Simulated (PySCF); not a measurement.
**[Pb(SH)3(NH3)]+: other functionals and bases at one geometry**

The task here is to estimate one member of a computed series from the others.

Computed with PySCF 2.14.0. Level: several levels, as the steps say, no spin–orbit coupling.

1 further run of the same task is left out (for a known fault of the program).

## The starting structure

11 atoms, charge 1, spin multiplicity 1.

Bond lengths: Pb1–S2 2.469 Å, Pb1–S4 2.469 Å, Pb1–S6 2.468 Å, Pb1–N8 2.414 Å, S2–H3 1.355 Å, S4–H5 1.354 Å, S6–H7 1.355 Å, N8–H9 1.024 Å, N8–H10 1.025 Å, N8–H11 1.024 Å. Angles: S2–Pb1–S4 119.3°, S2–Pb1–S6 118.0°, S2–Pb1–N8 94.1°, S4–Pb1–S6 117.8°, S4–Pb1–N8 98.2°, S6–Pb1–N8 99.9°, Pb1–S2–H3 92.9°, Pb1–S4–H5 92.9°, Pb1–S6–H7 92.8°, Pb1–N8–H9 112.1°, Pb1–N8–H10 110.3°, Pb1–N8–H11 111.7°, H9–N8–H10 107.7°, H9–N8–H11 107.6°, H10–N8–H11 107.3°.

As a file:

```xyz
11
charge 1, multiplicity 1
Pb   -0.0633   -0.1677    0.2035
S     1.0616    1.6587    1.4270
H     2.2865    1.1010    1.2703
S    -2.0503   -1.2425    1.1997
H    -1.8607   -0.6408    2.3981
S     1.2708   -1.4786   -1.4074
H     0.5037   -2.5835   -1.2439
N    -1.2027    1.3209   -1.3177
H    -2.2206    1.2650   -1.2203
H    -0.9263    2.2913   -1.1395
H    -0.9728    1.1124   -2.2937
```

Formal oxidation states: Pb +4. An earlier session relaxed this geometry at PBE0, Pb def2-SVP with ECP60, S def2-SVP, H def2-SVP, N def2-SVP (singlet, point group C1).

At PBE0 on the finer grid: E = -1444.724471 Eh, HOMO -11.89 eV, LUMO -7.74 eV, Mulliken charge on Pb1 +0.66 e, largest force component 0.059 eV/Å. 

Levels to run: CAM-B3LYP; BP86; PBE0, TZVP. Hardware: 2 threads of Arm Neoverse V1, shared host.

The first run:

The input, run.py (the lines that set the calculation):

```python
mol = gto.M(atom='''
Pb    -0.06331    -0.16766     0.20346
S      1.06160     1.65869     1.42698
H      2.28653     1.10103     1.27030
S     -2.05032    -1.24247     1.19966
H     -1.86071    -0.64083     2.39812
S      1.27082    -1.47855    -1.40739
H      0.50365    -2.58349    -1.24390
N     -1.20267     1.32088    -1.31772
H     -2.22061     1.26501    -1.22029
H     -0.92628     2.29132    -1.13947
H     -0.97279     1.11244    -2.29369''',
    basis={'Pb': 'def2-SVP', 'S': 'def2-SVP', 'H': 'def2-SVP', 'N': 'def2-SVP'},
    ecp={'Pb': 'def2-SVP'},
    charge=1, spin=0)
mf = dft.RKS(mol, xc='CAMB3LYP')
mf.grids.atom_grid = (75, 302)
mf = mf.density_fit()  # fitting sets: Pb def2-universal-JKFIT, S def2-universal-JKFIT, H def2-universal-JKFIT, N def2-universal-JKFIT
mf.conv_tol = 1e-08; mf.max_cycle = 55
mf.kernel(dm0)  # dm0: the density of the relaxed state
```

Started as:

```sh
$ OMP_NUM_THREADS=2 python run.py
```

Steps of the session up to this table: CAM-B3LYP; BP86; PBE0, TZVP.

One table of the session follows, with a row left open; its other results are not shown here.

```
              level  HOMO (eV)  gap (eV)  charge on Pb1 (e)  dipole (D)  largest force component (eV/Å)
PBE0 (relaxed here)     -11.89      4.16               0.66        4.01                            0.06
          CAM-B3LYP     -13.14      6.44               0.61        4.01                            0.08
               BP86     -10.69      2.15               0.55        4.08                            0.47
         PBE0, TZVP          ?         ?                  ?           ?                               ?
```

**Question.** Estimate the row for PBE0, TZVP.

The run gave: HOMO (eV): -11.93; gap (eV): 4.17; charge on Pb1 (e): 0.79; dipole (D): 3.99; largest force component (eV/Å): 0.33. In the column «HOMO (eV)» it lies between CAM-B3LYP (-13.14) and PBE0 (relaxed here) (-11.89).

The dipole of a charged species depends on the origin, so these sizes hold for this origin alone.

In one basis the HOMO–LUMO gap runs from 2.15 eV (BP86) to 6.44 eV (CAM-B3LYP). The largest leftover force, 0.47 eV/Å with BP86, stands at a geometry relaxed at another level. Total energies of different levels can't be compared.
